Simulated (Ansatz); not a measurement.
**C₂H₇BO₂Te: one species, many methods**

One table from this session's results is given with a row withheld; the runs are named, their logs left out.

Program: Ansatz 0.2.0, Gaussian basis. Level of theory: functionals in def2-TZVPP, the program's frozen cores in correlated methods. These are calculated values, not measurements.

Levels to be run: PBE-D4, r2SCAN-D4, PBE0-D4, B3LYP-D4, ωB97X-V, ωB97M-V, B2PLYP; CCSD(T)/def2-TZVPP; MP2/def2-QZVPP; extrapolation to the limit.

## Structure used throughout

All runs share one geometry, relaxed beforehand with PBE0-D4 in a triple-zeta def2 set. Te takes the def2 core potential; no spin-orbit term is included.

SMILES `CC[Te]B(O)O`, 13 atoms, charge 0, spin multiplicity 1.

Atoms are counted from 1 here; the program's logs count them from 0.

Bond lengths: C1–C2 1.513 Å, C1–H7 1.092 Å, C1–H8 1.091 Å, C1–H9 1.096 Å, C2–Te3 2.157 Å, C2–H10 1.091 Å, C2–H11 1.089 Å, Te3–B4 2.168 Å, B4–O5 1.362 Å, B4–O6 1.364 Å, O5–H12 0.961 Å, O6–H13 0.961 Å. Angles: C2–C1–H7 111.5°, C2–C1–H8 111.0°, C2–C1–H9 110.4°, H7–C1–H8 108.0°, H7–C1–H9 108.0°, H8–C1–H9 107.9°, C1–C2–Te3 113.8°, C1–C2–H10 112.0°, C1–C2–H11 112.0°, Te3–C2–H10 104.5°, Te3–C2–H11 105.9°, H10–C2–H11 108.1°, C2–Te3–B4 95.5°, Te3–B4–O5 116.5°, Te3–B4–O6 118.2°, O5–B4–O6 125.4°, B4–O5–H12 115.8°, B4–O6–H13 115.4°.

The first run:

Contents of in.yaml:

```yaml
crystal:
  periodic: [false, false, false]
  atoms:
    - {symbol: C, position_ang: [0.118764, 1.112429, -1.628158]}
    - {symbol: C, position_ang: [0.777190, 1.335355, -0.284757]}
    - {symbol: Te, position_ang: [1.744983, -0.419822, 0.511010]}
    - {symbol: B, position_ang: [-0.083274, -1.385838, 1.162595]}
    - {symbol: O, position_ang: [0.050520, -2.613313, 1.737824]}
    - {symbol: O, position_ang: [-1.262361, -0.726687, 0.974165]}
    - {symbol: H, position_ang: [0.839080, 0.774167, -2.375697]}
    - {symbol: H, position_ang: [-0.670339, 0.362143, -1.557717]}
    - {symbol: H, position_ang: [-0.332999, 2.042524, -1.990449]}
    - {symbol: H, position_ang: [1.568695, 2.084211, -0.337311]}
    - {symbol: H, position_ang: [0.061879, 1.651096, 0.473347]}
    - {symbol: H, position_ang: [-0.765357, -3.030367, 2.027651]}
    - {symbol: H, position_ang: [-2.046770, -1.185878, 1.287496]}
basis:
  gaussian: {orbitals: def2-TZVPP}
hamiltonian: {xc: pbe, dispersion: d4}
output: {forces: true, orbitals: {seedname: orbitals}}
```

Run with:

```sh
$ ansatz run in.yaml --threads 2 --pin off --events-out ev --progress --plain --max-ram 32768MiB --backend cuda --devices 0, --max-vram 18GiB
```

Steps of the session up to this table: PBE-D4 (GGA); r2SCAN-D4 (meta-GGA); PBE0-D4 (hybrid); B3LYP-D4 (hybrid); ωB97X-V (range-separated); ωB97M-V (range-separated); B2PLYP (double hybrid); CCSD(T) in def2-TZVPP; MP2 in def2-QZVPP.

One table of the session follows, with a row left open; its other results are not shown here.

```
            method  atomisation energy (kJ/mol)
            PBE-D4                       5186.6
         r2SCAN-D4                       5087.0
           PBE0-D4                       5081.6
          B3LYP-D4                       5063.8
           ωB97X-V                       5067.2
           ωB97M-V                       5073.6
            B2PLYP                       5016.5
     HF/def2-TZVPP                       3671.3
    MP2/def2-TZVPP                       5059.4
   CCSD/def2-TZVPP                       4864.5
CCSD(T)/def2-TZVPP                       4947.2
           MP2/CBS                       5199.1
       CCSD(T)/CBS                            ?
```

Q: Estimate the row for CCSD(T)/CBS from the others.

The run gave: atomisation energy (kJ/mol): 5086.9. In the column «atomisation energy (kJ/mol)» it lies between PBE0-D4 (5081.6) and r2SCAN-D4 (5087.0).
